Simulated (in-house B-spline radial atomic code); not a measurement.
# Os⁹⁺: ionisation energy by several methods

Wanted: one ionisation energy, Os⁹⁺ to configuration [Kr] 4d10 4f14 5s2 5p4, up the ladder of functionals.

Method: scalar-relativistic (X2C), several functionals, spin-polarised; spherical all-electron atom at the radial basis limit. Code: in-house B-spline radial atomic code version 1.

## 1. The system

- element: osmium (Z = 76)
- charge: +9
- electrons: 67
- configuration: [Kr] 4d10 4f14 5s2 5p5
- nucleus: Fermi, rms radius 5.413 fm

Outer shells as boxes (Hund's rule):

[Kr] 4d10 4f14 5s2 5p5
```
[Kr] core
4d [↑↓][↑↓][↑↓][↑↓][↑↓]
4f [↑↓][↑↓][↑↓][↑↓][↑↓][↑↓][↑↓]
5s [↑↓]
5p [↑↓][↑↓][↑ ]
```

Where spins are not typed, each open shell is filled with up spins first.

## 2. LDA (VWN5)

Settings of the run:

```ini
Z = 76
electrons = 67.0
configuration = [Kr] 4d10 4f14 5s2 5p5
hamiltonian = x2c
method = lda,vwn
spin_polarised = True
nucleus = fermi
rms_radius = 5.4126
mass_number = 192
atomic_mass = 191.961478765
speed_of_light = 137.035999084
```

## 3. revTPSS, a meta-GGA

The settings differ from step 2 so:

```diff
@@ -4,3 +4,3 @@
 hamiltonian = x2c
-method = lda,vwn
+method = revtpss,revtpss
 spin_polarised = True
```

## 4. OLYP, a GGA

The settings differ from step 3 so:

```diff
@@ -4,3 +4,3 @@
 hamiltonian = x2c
-method = revtpss,revtpss
+method = optx,lyp
 spin_polarised = True
```

## 5. RPBE, a GGA

The settings differ from step 4 so:

```diff
@@ -4,3 +4,3 @@
 hamiltonian = x2c
-method = optx,lyp
+method = rpbe,pbe
 spin_polarised = True
```

## 6. exchange-only LDA

The settings differ from step 5 so:

```diff
@@ -4,3 +4,3 @@
 hamiltonian = x2c
-method = rpbe,pbe
+method = lda,
 spin_polarised = True
```

## 7. LDA (PW92)

The settings differ from step 6 so:

```diff
@@ -4,3 +4,3 @@
 hamiltonian = x2c
-method = lda,
+method = lda,pw
 spin_polarised = True
```

The tabulated ionisation energy is 190 ± 10 eV (tabulated theoretical; NIST Atomic Spectra Database). What does each method give, and which comes nearest?

As calculated:

| method | rung | total energy (hartree) | ΔSCF (eV) | −ε highest (eV) | ΔSCF less tabulated (eV) |
| --- | --- | --- | --- | --- | --- |
| LDA (VWN5) | LDA | -17223.3337 | 192.30 | 182.39 (5p down) | +2.30 |
| exchange-only LDA | LDA | -17215.9368 | 190.14 | 180.31 (5p down) | +0.14 |
| LDA (PW92) | LDA | -17223.3037 | 192.29 | 182.38 (5p down) | +2.29 |
| OLYP | GGA | -17240.2391 | 191.77 | 182.11 (5p down) | +1.77 |
| RPBE | GGA | -17234.9322 | 191.44 | 181.68 (5p down) | +1.44 |
| revTPSS | meta-GGA | -17231.9995 | 191.70 | 182.01 (5p down) | +1.70 |

**Reading.** The tabulated ionisation energy is 190 ± 10 eV (tabulated theoretical; NIST Atomic Spectra Database). exchange-only LDA comes nearest (+0.14 eV) and LDA (VWN5) is farthest (+2.30 eV, 1.2 %). Mean absolute error by rung (exchange-only levels left out): LDA 2.30 eV, GGA 1.61 eV, meta-GGA 1.70 eV. The table's own uncertainty is as large as these misses, so the order means little. Relativistic terms that these runs lack can be as large as the gaps between close methods, so the nearest may be so by luck. Spin-orbit coupling is left out. Open shells are averaged (over orientations, and over spins where the run is restricted), while tables refer to the lowest levels. For the semilocal functionals minus the highest level recovers only 95 % of their own ΔSCF value, a mark of self-interaction.

Members of this set that are not shown: 2 did not converge; 11 used exact exchange with fractional occupations of an open shell, which is unsound here.
